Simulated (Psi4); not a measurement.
# InCNClF (SMILES N#[C][In]([F])[Cl]): BHLYP/def2-SVP (core potential)

Aim: the energy change on altering one bond length of InCNClF at BHLYP/def2-SVP (core potential), from 2 runs. 

The calculation is run with Psi4 1.11.

## 1. The molecule

The species is InCNClF (5 atoms), meant as a singlet with charge 0. As SMILES, `N#[C][In]([F])[Cl]`. The coordinates come from a PBE0-D4/def2-TZVP relaxation.

Bond lengths: N1–C2 1.152 Å, C2–In3 2.082 Å, In3–F4 1.924 Å, In3–Cl5 2.280 Å. Angles: N1–C2–In3 178.9°, C2–In3–F4 118.2°, C2–In3–Cl5 125.8°, F4–In3–Cl5 115.9°.

## 2. The energy at BHLYP/def2-SVP (core potential)

input.inp

```
memory 2.2 GB

molecule {
  0 1
  N     -1.392600     1.451400     1.648800
  C     -0.781900     0.784400     0.934900
  In     0.330400    -0.389600    -0.376400
  F      0.434400    -2.280900    -0.039700
  Cl     1.459700     0.361000    -2.209100
  symmetry c1
  no_reorient
  no_com
}

set {
  basis def2-SVP
  puream true
  e_convergence 1e-09
  d_convergence 1e-08
  scf_type pk
  dft_radial_points 99
  dft_spherical_points 590
}

E, wfn = energy("bhhlyp", return_wfn=True)
oeprop(wfn, "DIPOLE", "MAYER_INDICES", "WIBERG_LOWDIN_INDICES")
print_variables()
```

Started as:

```bash
$ psi4 -i input.inp -o input.out -n 1
```

input.out:

```text
[...]
    !!!  WARNING: ECP capability is in beta. Please check occupations closely.  !!!
[...]
  Running in c1 symmetry.
[...]
  Nuclear repulsion =  275.341192797407359
[...]
  Multiplicity = 1
[...]
  Nalpha       = 30
  Nbeta        = 30
[...]
    Number of basis functions: 86
[...]
   @RKS iter   1:  -842.45393809794018   -1.64668e+00   6.83321e-03 DIIS/ADIIS
[...]
   @RKS iter  13:  -842.61436306019789   -2.95586e-12   3.51654e-09 DIIS
[...]
    Orbital Energies [Eh]
    ---------------------
    Doubly Occupied:
       1A   -102.788184     2A    -25.268160     3A    -14.844480
       4A    -10.648550     5A     -9.901810     6A     -7.557957
       7A     -7.553070     8A     -7.552557     9A     -5.039801
      10A     -3.393569    11A     -3.386121    12A     -3.384007
      13A     -1.264982    14A     -1.046742    15A     -0.992689
      16A     -0.968412    17A     -0.964643    18A     -0.962797
      19A     -0.955303    20A     -0.910357    21A     -0.604599
      22A     -0.515733    23A     -0.483543    24A     -0.480257
      25A     -0.466726    26A     -0.442701    27A     -0.433105
      28A     -0.428393    29A     -0.410693    30A     -0.405368
[...]
  @RKS Final Energy:  -842.61436306019789
   => Energetics <=
    Nuclear Repulsion Energy =            275.3411927974073592
    One-Electron Energy =               -1782.7779225870067421
    Two-Electron Energy =                 699.8581196109211078
    DFT Exchange-Correlation Energy =     -35.0357528815195138
    Empirical Dispersion Energy =           0.0000000000000000
    VV10 Nonlocal Energy =                  0.0000000000000000
    Total Energy =                       -842.6143630601978884
[...]
 Multipole Moments:
 ------------------------------------------------------------------------------------
     Multipole            Electronic (a.u.)      Nuclear  (a.u.)        Total (a.u.)
 ------------------------------------------------------------------------------------
 L = 1.  Multiply by 2.5417464519 to convert [e a0] to [Debye]
 Dipole X            :        -39.7808372           40.1062245            0.3253873
 Dipole Y            :         14.6371133          -14.5631744            0.0739389
 Dipole Z            :         53.6790204          -54.1697553           -0.4907349
 Magnitude           :                                                    0.5934346
[...]
```

Run time: 12 s. Hardware: 1 thread of AMD EPYC 7R43 (Zen 3), shared host; peak memory 0.79 GiB.

## 3. The distorted shape: energy and gradient at BHLYP/def2-SVP (core potential)

input.json

```json
{
  "schema_name": "qcschema_input",
  "schema_version": 1,
  "molecule": {
    "schema_name": "qcschema_molecule",
    "schema_version": 2,
    "symbols": ["N", "C", "In", "F", "Cl"],
    "geometry": [-2.97782854, 3.12086002, 3.52047851, -1.47757686, 1.48230117, 1.76670495, 0.62436551, -0.7362373, -0.71129291, 0.82089703, -4.31027632, -0.07502213, 2.75843322, 0.68219113, -4.17459398],
    "molecular_charge": 0,
    "molecular_multiplicity": 1,
    "fix_symmetry": "c1",
    "fix_com": true,
    "fix_orientation": true
  },
  "driver": "gradient",
  "model": {
    "method": "bhhlyp",
    "basis": "def2-SVP"
  },
  "keywords": {
    "puream": true,
    "e_convergence": 1e-09,
    "d_convergence": 1e-08,
    "scf_type": "pk",
    "dft_radial_points": 99,
    "dft_spherical_points": 590,
    "scf_properties": ["QUADRUPOLE", "WIBERG_LOWDIN_INDICES", "MAYER_INDICES"]
  }
}
```

Started as:

```bash
$ psi4 --qcschema input.json -n 1 --memory 2200MB
```

stdout (excerpt; [...] marks lines left out):

```text
[...]
    !!!  WARNING: ECP capability is in beta. Please check occupations closely.  !!!
[...]
  Running in c1 symmetry.
[...]
  Nuclear repulsion =  267.285799175865293
[...]
  Multiplicity = 1
[...]
  Nalpha       = 30
  Nbeta        = 30
[...]
    Number of basis functions: 86
[...]
   @RKS iter   1:  -842.33396814718481   -1.99865e+00   6.28650e-03 DIIS/ADIIS
[...]
   @RKS iter  15:  -842.45790979225762   -2.16005e-12   2.79553e-09 DIIS
[...]
  @RKS Final Energy:  -842.45790979225762
   => Energetics <=
    Nuclear Repulsion Energy =            267.2857991758652929
    One-Electron Energy =               -1766.4756562357879375
    Two-Electron Energy =                 691.6289414915178213
    DFT Exchange-Correlation Energy =     -34.8969942238528716
    Empirical Dispersion Energy =           0.0000000000000000
    VV10 Nonlocal Energy =                  0.0000000000000000
    Total Energy =                       -842.4579097922576238
[...]
 Multipole Moments:
 ------------------------------------------------------------------------------------
     Multipole            Electronic (a.u.)      Nuclear  (a.u.)        Total (a.u.)
 ------------------------------------------------------------------------------------
 L = 1.  Multiply by 2.5417464519 to convert [e a0] to [Debye]
 Dipole X            :        -37.3472003           37.6828528            0.3356525
 Dipole Y            :         11.9842174          -11.9163938            0.0678236
 Dipole Z            :         50.8328104          -51.3368687           -0.5040582
 Magnitude           :                                                    0.6093745
 L = 2.  Multiply by 1.3450342976 to convert [e a0^2] to [Debye ang]
 Quadrupole XX       :       -257.5966790          218.7751806          -38.8214984
 Quadrupole XY       :         90.7036620          -87.7026902            3.0009718
[...]
  -Total Gradient:
     Atom            X                  Y                   Z
    ------   -----------------  -----------------  -----------------
       1       -0.174194797559     0.190231195809     0.203636104821
       2        0.178555508742    -0.195114190362    -0.208707102837
       3       -0.000387848430     0.005371000569    -0.000815451707
       4        0.000186264940     0.003117789295    -0.001077569496
       5       -0.004152144945    -0.003661304132     0.006967997211
[...]
```

The result, in JSON:

```text
{
 "driver": "gradient",
 "model": {
  "method": "bhhlyp",
  "basis": "def2-SVP"
 },
 "success": true,
 "return_result": [-0.17419479755898368, 0.19023119580884817, 0.20363610482085961, 0.1785555087424645, -0.1951141903619164, -0.20870710283673136, -0.00038784843033502563, 0.005371000568969851, -0.0008154517069487487, 0.00018626494043632019, 0.0031177892953276054, -0.00107756949609588, -0.004152144945216138, -0.0036613041322601375, 0.006967997211369245],
 "properties": {
  "calcinfo_nbasis": 86,
  "calcinfo_nmo": 86,
  "calcinfo_nalpha": 30,
  "calcinfo_nbeta": 30,
  "calcinfo_natom": 5,
  "nuclear_repulsion_energy": 267.2857991758653,
  "return_energy": -842.4579097922576,
  "return_gradient": [-0.17419479755898368, 0.19023119580884817, 0.20363610482085961, 0.1785555087424645, -0.1951141903619164, -0.20870710283673136, -0.00038784843033502563, 0.005371000568969851, -0.0008154517069487487, 0.00018626494043632019, 0.0031177892953276054, -0.00107756949609588, -0.004152144945216138, -0.0036613041322601375, 0.006967997211369245],
  "scf_one_electron_energy": -1766.475656235788,
  "scf_two_electron_energy": 691.6289414915178,
  "scf_xc_energy": -34.89699422385287,
  "scf_dipole_moment": [0.3356524881365175, 0.06782356109216536, -0.5040582346284879],
  "scf_total_energy": -842.4579097922576,
  "scf_total_gradient": [-0.17419479755898368, 0.19023119580884817, 0.20363610482085961, 0.1785555087424645, -0.1951141903619164, -0.20870710283673136, -0.00038784843033502563, 0.005371000568969851, -0.0008154517069487487, 0.00018626494043632019, 0.0031177892953276054, -0.00107756949609588, -0.004152144945216138, -0.0036613041322601375, 0.006967997211369245],
  "scf_iterations": 15
 }
}
```

Wall time 20 s (1 thread of AMD EPYC 7R43 (Zen 3), shared host); peak memory 0.78 GiB.

## 4. Results

Level: BHLYP/def2-SVP (core potential).

```
                                                         quantity          value
                                        first shape: total energy  -842.61436 Eh
                                       first shape: dipole moment         1.51 D
                                         first shape: HOMO energy      -11.03 eV
                                         first shape: LUMO energy       -1.80 eV
                                       first shape: HOMO–LUMO gap        9.23 eV
                                    distorted shape: total energy  -842.45791 Eh
                                   distorted shape: dipole moment         1.55 D
                                     distorted shape: HOMO energy       -9.97 eV
                                     distorted shape: LUMO energy       -2.52 eV
                                   distorted shape: HOMO–LUMO gap        7.45 eV
                        distorted shape: largest force on an atom    17.325 eV/Å
energy change with the N1–C2 bond stretched from 1.152 to 1.498 Å       4.257 eV
```

What this shows: With the N1–C2 bond stretched from 1.152 to 1.498 Å the energy rises by 4.26 eV (411 kJ/mol). The first shape isn't relaxed at this level, so the change isn't measured from a minimum.
